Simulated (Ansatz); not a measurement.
What does this script print? It uses the Ansatz DFT code, driven from Python.

The script, `scco_fsm.py`:
```python
"""Fixed-spin-moment curve of ScCo."""

import ansatz as az
import pandas as pd

structure = (
    az.Lattice.cubic(3.145)
    .space_group(221)
    .atom("Sc", [0.5, 0.5, 0.5])
    .atom("Co", [0.0, 0.0, 0.0])
)

base = (
    structure.calculation()
    .functional("pbesol")
    .pseudopotentials("paw")
    .basis(34 * az.Ry)
    .kpoints(10)
    .occupations(az.OccupationsMethod.FERMI_DIRAC, width=150 * az.meV)
)
# a hard lock holds the total moment, with one Fermi level a spin
rows = []
for total in [0.0, 0.8, 1.5, 2.2, 3.0]:
    summary = base.spin("collinear", total=total, lock="hard").run().report
    up, down = summary["spin_fermi_energies_ev"]
    rows.append((total, summary["free_energy_ev"], up - down, summary["absolute_magnetization_mub"]))
reference = rows[0][1]
rows = [(m, 1000 * (e - reference), split, size) for m, e, split, size in rows]
print(pd.DataFrame(rows, columns=["total muB", "F - F(0) meV", "EF up - down eV", "absolute muB"]).round(4).to_string(index=False))
best = min(rows, key=lambda row: row[1])
print(f"lowest at {best[0]} muB per cell, {best[1]:.1f} meV against the first point")
```

```console
$ python scco_fsm.py
RunWarning: this spin-polarised run has no starting moment large enough to seed its density, and nothing else in its deck makes the two spin channels differ, so an SCF from that start keeps the [...]
DeckWarning: where an SCF of this run starts from atoms to list the orders of its open shells, Sc (site 0, from 0) starts with 1.00 μB on its 3d shell, in the place of the 1.10 μB that the deck gives [...]
 total muB  F - F(0) meV  EF up - down eV  absolute muB
       0.0        0.0000           0.0000        0.0000
       0.8       91.6942           0.5499        1.1256
       1.5      364.3032           1.0204        1.5375
       2.2      807.0684           1.4767        2.2000
       3.0     1485.6754           1.9191        3.0000
lowest at 0.0 muB per cell, 0.0 meV against the first point
```
(Warnings from the package without file and line, shortened, repeats left out.)

Notes:
- A Fermi-Dirac width this large means warm electrons, whose thermal share enters the free energy.
- The starting cell is as deposited in a crystallographic database; the results hold for this polymorph, which needn't be the stable one.
- Only points where the Fermi levels of the two spins meet (minima, maxima and zero moment) are free solutions; a shallow minimum can lie between the points.
- Hardware and time: 31 s on 1 thread of Arm Neoverse V2, on a shared host, peak memory 0.51 GiB.
